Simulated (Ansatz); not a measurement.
## LaBRh₃, space group Pm-3m: a test of the smearing width, step by step

Computed with the Ansatz DFT code, driven from Python.

Contents of `labrh3.xyz`:
```text
5
Lattice="4.242 0.0 0.0 0.0 4.242 0.0 0.0 0.0 4.242" Properties=species:S:1:pos:R:3 pbc="T T T"
La    0.00000000    0.00000000    0.00000000
B     2.12100000    2.12100000    2.12100000
Rh    0.00000000    2.12100000    2.12100000
Rh    2.12100000    0.00000000    2.12100000
Rh    2.12100000    2.12100000    0.00000000
```

Notebook, run cell by cell (the value of a cell's last expression is shown):

In [1]:
```python
import warnings

import ansatz as az
import pandas as pd

FUNCTIONAL = 'LDA'

warnings.simplefilter('ignore', az.DeckWarning)
```

In [2]:
```python
labrh3 = az.Crystal.from_extxyz('labrh3.xyz')
```

In [3]:
```python
labrh3.resolved().sites[-1]
```
Out [3]:
```text
Site(symbol='Rh', position=(0.5, 0.5, 0.0), moment=None, axis=None, held=None, saved=None)
```

In [4]:
```python
calc = labrh3.calculation().basis(31 * az.Ry).functional(FUNCTIONAL).kpoints(5).forces().stress()
```

In [5]:
```python
rows = []
for value in [0.25, 0.15, 0.1, 0.05, 0.025]:
    data = calc.occupations('methfessel_paxton', width=value).run(threads=1, pin='off').report
    rows.append((value, data['free_energy_ev'] / len(data['lattice']['sites']), data['n_iterations'], sum(data['stress_gpa'][i][i] for i in range(3)) / 3, max(abs(f) for row in data['forces_ev_ang'] for f in row), data['n_kpoints']))
```

In [6]:
```python
table = pd.DataFrame(rows, columns=['width (eV)', 'F/atom (eV)', 'iterations', 'P (GPa)', 'max component (eV/A)', 'k-points'])
table.round(5)
```
Out [6]:
```text
   width (eV)  F/atom (eV)  iterations  P (GPa)  max component (eV/A)  k-points
0       0.250  -5013.03301           6 -6.61597                   0.0        10
1       0.150  -5013.03270           6 -6.71132                   0.0        10
2       0.100  -5013.03274           6 -6.77439                   0.0        10
3       0.050  -5013.03315           6 -6.80931                   0.0        10
4       0.025  -5013.03323           6 -6.80158                   0.0        10
```

In [7]:
```python
for row in rows[:-1]:
    shift = 1000 * (row[1] - rows[-1][1])
    print(f'{row[0]}: {shift:+.2f} meV/atom' + ('  (within 2 meV)' if abs(shift) < 2 else ''))
```
```text
0.25: +0.22 meV/atom  (within 2 meV)
0.15: +0.53 meV/atom  (within 2 meV)
0.1: +0.49 meV/atom  (within 2 meV)
0.05: +0.08 meV/atom  (within 2 meV)
```

Spin is left out of this run. For a metal this k-point mesh is coarse: on a finer one energies can move by several to tens of meV an atom and pressures by half a GPa or more, differences at one mesh by less. Forces vanish by symmetry here and test nothing. The narrowest width needs the finest mesh, so the last row is no converged reference. Pressure is positive in compression. At these settings the cell as given stands under about -7 GPa, so it isn't at this functional's equilibrium volume. The structure is a deposited one; some such entries were measured under pressure or heat, so a shift against it needn't be the functional's error alone. The whole script took 15 s on 1 thread of Arm Neoverse N1, with other jobs on the host, peak memory 0.46 GiB.

(Lines on the test bed's own set-up are left out of the output.)
